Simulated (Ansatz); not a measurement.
# Sn3Se (Fm-3m) in Ansatz: a series of runs

The runs below take Sn3Se through band structure, with PBEsol.

All numbers are computed with Ansatz 0.2.0; they aren't measurements. Logs are shortened: lines on timing, memory, paths and dates and some standing lists are left out, and cuts for length are marked.

### Step 1. The cell of the first run

Symmetry: Fm-3m, No. 225, cubic system. The conventional cell has a = 7.466 Å, b = 7.466 Å, c = 7.466 Å, α = 90.00°, β = 90.00°, γ = 90.00°. Sn (site symmetry m-3m) is surrounded by 8 Sn at 3.23 Å. Sn (site symmetry -43m) is surrounded by 4 Sn at 3.23 Å and 4 Se at 3.23 Å. Around Se (site symmetry m-3m) lie 8 Sn at 3.23 Å.

The cell comes from a database or a generator and needn't be the stable form of this composition.

### Step 2. Band structure, PBEsol (strain_z_fixed_volume = 0)

Input file input.yaml:

```yaml
crystal:
  lattice:
    - [0.0, 3.733138, 3.733138]
    - [3.733138, 0.0, 3.733138]
    - [3.733138, 3.733138, 0.0]
  atoms:
    - { symbol: Sn, position: [0.5, 0.5, 0.5] }
    - { symbol: Sn, position: [0.75, 0.75, 0.75] }
    - { symbol: Sn, position: [0.25, 0.25, 0.25] }
    - { symbol: Se, position: [0.0, 0.0, 0.0] }
kpoints:
  mp_grid: { grid: [6, 6, 6] }
  band_path:
    path:
      - [0.0, 0.0, 0.0]
      - [0.5, 0.0, 0.5]
      - [0.5, 0.25, 0.75]
      - [0.375, 0.375, 0.75]
      - [0.0, 0.0, 0.0]
      - [0.5, 0.5, 0.5]
      - [0.625, 0.25, 0.625]
      - [0.5, 0.25, 0.75]
    npoints: 8
scf:
  occupations: { method: fermi_dirac, width: 0.05 }
hamiltonian:
  xc: pbesol
  pseudopotentials: { kind: all_electron, lapw: { basis_error: 0.002 } }
output:
  forces: true
  stress: true
  eigenvalues: true
```

Potentials or basis: all-electron LAPW, scalar-relativistic.

The run is started by

```console
$ ansatz run input.yaml --threads 2 --pin off --max-ram 8192MiB --backend cpu --events-out ev --progress --plain --runs-dir out
```

Output:

```text
Warning: RAYON_NUM_THREADS=2 ignored (pool sized by the plan → 2); use --threads N
LAPW: plane waves up to 6.551 Å⁻¹, error target 2.0e-3 eV per atom; small_component_spin mean_spin; Se in spheres of 1.616 Å, 24 of its electrons in bands, Dirac shells []; Sn in spheres of 1.616 Å, 22 of its electrons in bands, Dirac shells [] (how accurate: hamiltonian.pseudopotentials.lapw.basis_error, Limitations)
Engine: ansatz 0.2.0, aarch64-unknown-linux-gnu
Pseudopotentials: kind: all_electron
Pseudopotential: Sn, LAPW, valence charge 22, lapw/all_electron/scalar/gaussian/Sn, Koelling and Harmon's equation, gaussian nucleus
Pseudopotential: Se, LAPW, valence charge 24, lapw/all_electron/scalar/gaussian/Se, Koelling and Harmon's equation, gaussian nucleus
Functional definition: PBEsol
  exchange = pbesol_x
  correlation = pbesol_c
Crystal: 4 atoms, lattice volume = 104.052 Å³
Basis set: ecut = 163.51694676245512 eV, 531 PW (Γ), exchange–correlation at level 2
Bands: 54, of which v1, the nominal top of the filled ones, is band 45 counted from 1 (44 counted from 0)
Symmetry: 48 space group operations
Space group: Fm-3m (ITA 225), of the structure as read, at distance tolerance 4.7e-5 Å
k-points: 16 of 216
Non-local potential: Sn, projectors of the file, none
Non-local potential: Se, projectors of the file, none
Initial density: superposition of atomic densities (chi_scale 0.1, normalization cell, long waves kept (reshape's long-wave potential 0.01 eV rms))
Initial wavefunctions: plane waves of lowest kinetic energy (no species holds an atomic orbital)
Functional: x = pbesol(κ = 0.804, μ = 0.12345679012345678), c = pbesol(β = 0.046)
iter 1 solved again at ethr=5.40e-4 eV; its pass at ethr=1.00e-1 eV (dr2=4.86e-1 eV) is discarded
SCF iter   1: F=—  HF=-570126.051749 eV  |F-HF|=—  |Δ(HF+E_count)|=         —  Δρ=1.36e-2  dr2=4.86e-1  ethr=5.40e-4  ⟨swp⟩=2.6  Hψ=5376  notcnv=0
preconditioner: auto → Kerker (q_TF=auto, 2.663 Å⁻¹)  [metal: Δε(μ)=0.141 eV  Ē_g=19.018 eV  σ=0.050 eV  W_gap=0.45  n_scr=26 (ndim 8)  ℏωp=25.2 eV  f_vac=0.000  D(μ)=3.26/eV (n_scr^D=26)]
SCF iter   2: F=—  HF=-570125.867474 eV  |F-HF|=—  |Δ(HF+E_count)|=   1.84e-1  Δρ=5.65e-3  dr2=7.17e-2  ethr=5.40e-4  ⟨swp⟩=2.0  Hψ=2736  notcnv=0
SCF iter   3: F=—  HF=-570125.859364 eV  |F-HF|=—  |Δ(HF+E_count)|=   8.11e-3  Δρ=4.77e-3  dr2=6.30e-2  ethr=7.97e-5  ⟨swp⟩=2.1  Hψ=2609  notcnv=0
SCF iter   4: F=—  HF=-570125.849804 eV  |F-HF|=—  |Δ(HF+E_count)|=   9.56e-3  Δρ=1.70e-3  dr2=8.20e-3  ethr=6.99e-5  ⟨swp⟩=2.0  Hψ=2597  notcnv=0
SCF iter   5: F=—  HF=-570125.850636 eV  |F-HF|=—  |Δ(HF+E_count)|=   8.32e-4  Δρ=6.75e-4  dr2=1.37e-3  ethr=9.11e-6  ⟨swp⟩=2.0  Hψ=2607  notcnv=0
SCF iter   6: F=—  HF=-570125.849646 eV  |F-HF|=—  |Δ(HF+E_count)|=   9.90e-4  Δρ=3.35e-4  dr2=1.80e-4  ethr=1.52e-6  ⟨swp⟩=2.0  Hψ=2606  notcnv=0
SCF iter   7: F=—  HF=-570125.849623 eV  |F-HF|=—  |Δ(HF+E_count)|=   2.35e-5  Δρ=1.58e-4  dr2=3.25e-5  ethr=2.00e-7  ⟨swp⟩=2.0  Hψ=2606  notcnv=0
iter 8 solved again at ethr=1.03e-9 eV; its pass at ethr=3.62e-8 eV (dr2=9.28e-7 eV) is discarded
SCF iter   8: F=—  HF=-570125.849624 eV  |F-HF|=—  |Δ(HF+E_count)|=   8.25e-7  Δρ=3.21e-5  dr2=9.29e-7  ethr=1.03e-9  ⟨swp⟩=2.0  Hψ=4380  notcnv=0
SCF iter   9: F=—  HF=-570125.849624 eV  |F-HF|=—  |Δ(HF+E_count)|=   3.56e-7  Δρ=1.08e-5  dr2=2.24e-7  ethr=1.03e-9  ⟨swp⟩=2.0  Hψ=2606  notcnv=0
SCF iter  10: F=-570125.849624 eV  HF=-570125.849624 eV  |F-HF|=1.40e-9  |Δ(HF+E_count)|=   7.11e-8  Δρ=2.75e-6  dr2=8.06e-9  ethr=2.49e-10  ⟨swp⟩=2.0  Hψ=2606  notcnv=0
SCF 1 converged in 10 iterations: F = -570125.849624 eV  dr2 = 8.06e-9
NSCF: frozen V_eff on 57 k-points
SCF converged after 10 iterations
Free energy (F): -570125.849624 eV
Harris-Foulkes:  -570125.849624 eV  (|F-HF|=1.40e-9)
Internal energy: -570125.817693 eV  (E = F + TS)
E sigma→0 (E₀):  -570125.833659 eV
Entropy (-TS):   -0.031930 eV (-7.983 meV/atom)
Fermi energy:    12.776102 eV
--- Per-component energies (eV) ---
  E_band       = -3663.233942
  E_kinetic    = 597708.230770
  E_xc         = -15615.040622
  E_electrostatic = -1152219.007841  (all electrons and nuclei)
  E_smearing   = -0.031930  (= −TS)
  E_closure    = 0.000000  (closes the sum)
  E_atoms      = -570109.360361  (free atoms, spherical and without spin; not in F)
  Σ components = -570125.849624   (vs F -570125.849624, Δ=0.00e0)
  Basis errors (estimates in eV, not in F): energy 4.0e-4 per atom: plane waves 3.8e-4 (2.0e-4 summed), levels above the bands 5.1e-65, relativity 5.7e-9, radial functions 2.0e-5, core shells 3.7e-10; eigenvalues (radial functions only) 5.0e-6; not estimated: angular momenta, meshes, grids; target (lapw.basis_error) 2.0e-3; muffin-tin radii Se 1.616 Å, Sn 1.616 Å
--- Forces (eV/Å), atoms counted from 1 ---
  atom   1  Sn    -0.00000000    -0.00000000     0.00000000
  atom   2  Sn     0.00000000     0.00000000     0.00000000
  atom   3  Sn    -0.00000000     0.00000000     0.00000000
  atom   4  Se    -0.00000000     0.00000000     0.00000000
  max |Σ_I F_I| component: 4.52e-21 eV/Å
--- Stress (GPa, compression-positive) ---
       -3.186245      -0.000000      -0.000000
       -0.000000      -3.186245      -0.000000
       -0.000000      -0.000000      -3.186245
  P = ⅓ Tr σ = -3.1862 GPa (-31.862 kbar)
--- Band table (eV; the first three rows and the last of 16) ---
  k-point 0: bands = ["-194.8217", "-134.4856", "-134.4856", "-134.4856", "-116.5566", "-116.5565", "-116.2601", "-72.3888", "-72.3888", "-72.3888", "-72.3885", "-72.3885", "-72.3885", "-72.0915", "-72.0915", "-72.0915", "-34.9122", "-34.9122", "-34.9122", "-34.9118", "-34.9118", "-8.7412", "-8.7412", "-8.7098", "-8.7098", "-8.7098", "-8.6959", "-8.6959", "-8.6959", "-8.6447", "-8.6447", "-8.3878", "-8.3878", "-8.3878", "-8.3808", "-8.3808", "-0.4958", "3.9596", "7.8801", "9.8842", "9.9157", "9.9157", "9.9157", "11.4663", "11.4663", "11.4663", "12.2301", "12.2301", "12.2301", "16.8458", "16.8458", "19.3224", "19.3224", "19.3224"]
  k-point 1: bands = ["-194.8217", "-134.4856", "-134.4856", "-134.4856", "-116.5566", "-116.5565", "-116.2601", "-72.3888", "-72.3887", "-72.3887", "-72.3886", "-72.3886", "-72.3886", "-72.0915", "-72.0915", "-72.0915", "-34.9122", "-34.9122", "-34.9122", "-34.9118", "-34.9118", "-8.7338", "-8.7338", "-8.7188", "-8.7130", "-8.7130", "-8.6942", "-8.6942", "-8.6846", "-8.6507", "-8.6507", "-8.3909", "-8.3860", "-8.3860", "-8.3816", "-8.3816", "-0.3900", "3.9044", "7.3177", "9.0481", "9.7016", "9.7016", "9.7632", "11.4180", "11.4180", "12.5008", "12.5008", "12.5783", "14.0578", "17.5796", "17.5796", "17.8719", "19.0050", "19.0050"]
  k-point 2: bands = ["-194.8217", "-134.4856", "-134.4856", "-134.4856", "-116.5566", "-116.5565", "-116.2601", "-72.3887", "-72.3887", "-72.3887", "-72.3886", "-72.3886", "-72.3886", "-72.0915", "-72.0915", "-72.0915", "-34.9122", "-34.9122", "-34.9122", "-34.9118", "-34.9118", "-8.7186", "-8.7186", "-8.7179", "-8.7145", "-8.7145", "-8.6916", "-8.6916", "-8.6826", "-8.6669", "-8.6669", "-8.3955", "-8.3883", "-8.3883", "-8.3778", "-8.3778", "-0.1494", "3.7884", "6.2165", "8.1863", "9.4712", "9.4712", "10.6954", "10.8888", "10.8888", "13.7164", "13.7164", "14.1569", "15.8524", "17.0870", "17.5018", "17.5018", "19.6741", "19.6741"]
  k-point 15: bands = ["-194.8217", "-134.4856", "-134.4856", "-134.4856", "-116.5566", "-116.5566", "-116.2601", "-72.3888", "-72.3888", "-72.3887", "-72.3886", "-72.3885", "-72.3885", "-72.0915", "-72.0915", "-72.0915", "-34.9122", "-34.9122", "-34.9122", "-34.9118", "-34.9118", "-8.7240", "-8.7191", "-8.7151", "-8.7132", "-8.7116", "-8.6985", "-8.6960", "-8.6771", "-8.6715", "-8.6560", "-8.3975", "-8.3915", "-8.3886", "-8.3796", "-8.3704", "0.1275", "4.6678", "5.1944", "5.5363", "8.9546", "9.4225", "11.0632", "11.5314", "13.4111", "14.0451", "15.4317", "15.7616", "16.4214", "17.0105", "17.0569", "17.6828", "20.0538", "21.1248"]
```

Wall time 17 s (2 threads of Arm Neoverse V2, shared host); peak memory 0.36 GiB.

What came out:

- Free energy: -570125.8496 eV
- Pressure: -3.2 GPa
- Band gap along the path: none (metal or under the smearing width)

Levels at the corners of the path, in eV from the Fermi level:
| point | band 42 | band 43 | band 44 | band 45 | band 46 | band 47 | band 48 | band 49 |
| --- | --- | --- | --- | --- | --- | --- | --- | --- |
| Γ | -2.86 | -2.86 | -1.31 | -1.31 | -1.31 | -0.55 | -0.55 | -0.55 |
| X | -4.81 | -0.33 | 0.47 | 0.47 | 0.96 | 2.74 | 2.74 | 3.25 |
| W | -2.81 | -2.27 | -2.27 | 0.86 | 0.86 | 3.16 | 3.21 | 3.36 |
| K | -2.77 | -1.44 | -1.13 | -0.11 | 1.53 | 1.60 | 2.84 | 3.71 |
| Γ | -2.86 | -2.86 | -1.31 | -1.31 | -1.31 | -0.55 | -0.55 | -0.55 |
| L | -3.36 | -2.16 | -2.16 | -0.86 | 0.34 | 2.10 | 2.10 | 3.50 |
| U | -2.77 | -1.44 | -1.13 | -0.11 | 1.53 | 1.60 | 2.84 | 3.71 |
| W | -2.81 | -2.27 | -2.27 | 0.86 | 0.86 | 3.16 | 3.21 | 3.36 |

Caveat: spin-orbit coupling is left out, which moves the levels of the heavy elements.

### Step 3. Band structure, PBEsol, 26.01 Å³/atom (strain_z_fixed_volume = -0.04)

Input file input.yaml:

```yaml
crystal:
  lattice:
    - [0.0, 3.8101180164, 3.58381248]
    - [3.8101180164, 0.0, 3.58381248]
    - [3.8101180164, 3.8101180164, 0.0]
  atoms:
    - { symbol: Sn, position: [0.5, 0.5, 0.5] }
    - { symbol: Sn, position: [0.75, 0.75, 0.75] }
    - { symbol: Sn, position: [0.25, 0.25, 0.25] }
    - { symbol: Se, position: [0.0, 0.0, 0.0] }
kpoints:
  mp_grid: { grid: [6, 6, 6] }
  band_path:
    path:
      - [0.0, 0.0, 0.0]
      - [0.0, 0.5, 0.5]
      - [0.2825701678, 0.5, 0.7825701678]
      - [0.3912850839, 0.3912850839, 0.7825701678]
      - [0.0, 0.0, 0.0]
      - [-0.5, -0.5, 0.0]
      - [-0.3912850839, -0.3912850839, 0.2174298322]
      - [0.0, 0.0, 0.5]
    npoints: 8
scf:
  occupations: { method: fermi_dirac, width: 0.05 }
hamiltonian:
  xc: pbesol
  pseudopotentials: { kind: all_electron, lapw: { basis_error: 0.002 } }
output:
  forces: true
  stress: true
  eigenvalues: true
```

Potentials or basis: all-electron LAPW, scalar-relativistic.

The run is started by

```console
$ ansatz run input.yaml --threads 2 --pin off --max-ram 8192MiB --backend cpu --events-out ev --progress --plain --runs-dir out
```

Wall time 23 s (2 threads of Arm Neoverse V2, shared host); peak memory 0.43 GiB.

Results (log left out):

```yaml
Free_energy: -570125.8623 eV
Pressure: -3.1 GPa
Band_gap_along_the_path: none (metal or under the smearing width)
```

Caveat: spin-orbit coupling is left out, which moves the levels of the heavy elements.

### Step 4. Band structure, PBEsol, 26.01 Å³/atom (strain_z_fixed_volume = -0.02)

Changes to input.yaml since step 3:

```diff
@@ -2,5 +2,5 @@
   lattice:
-    - [0.0, 3.8101180164, 3.58381248]
-    - [3.8101180164, 0.0, 3.58381248]
-    - [3.8101180164, 3.8101180164, 0.0]
+    - [0.0, 3.7710388499, 3.65847524]
+    - [3.7710388499, 0.0, 3.65847524]
+    - [3.7710388499, 3.7710388499, 0.0]
   atoms:
@@ -16,7 +16,7 @@
       - [0.0, 0.5, 0.5]
-      - [0.2825701678, 0.5, 0.7825701678]
-      - [0.3912850839, 0.3912850839, 0.7825701678]
+      - [0.2656206173, 0.5, 0.7656206173]
+      - [0.3828103086, 0.3828103086, 0.7656206173]
       - [0.0, 0.0, 0.0]
       - [-0.5, -0.5, 0.0]
-      - [-0.3912850839, -0.3912850839, 0.2174298322]
+      - [-0.3828103086, -0.3828103086, 0.2343793827]
       - [0.0, 0.0, 0.5]
```

The run is started by

```console
$ ansatz run input.yaml --threads 2 --pin off --max-ram 8192MiB --backend cpu --events-out ev --progress --plain --runs-dir out
```

It took 23 s on 2 threads of Arm Neoverse V2, shared host; peak memory 0.43 GiB.

Results (log left out):

```
Free energy             : -570125.8523 eV
Pressure                : -3.2 GPa
Band gap along the path : none (metal or under the smearing width)
```

Caveat: spin-orbit coupling is left out, which moves the levels of the heavy elements.
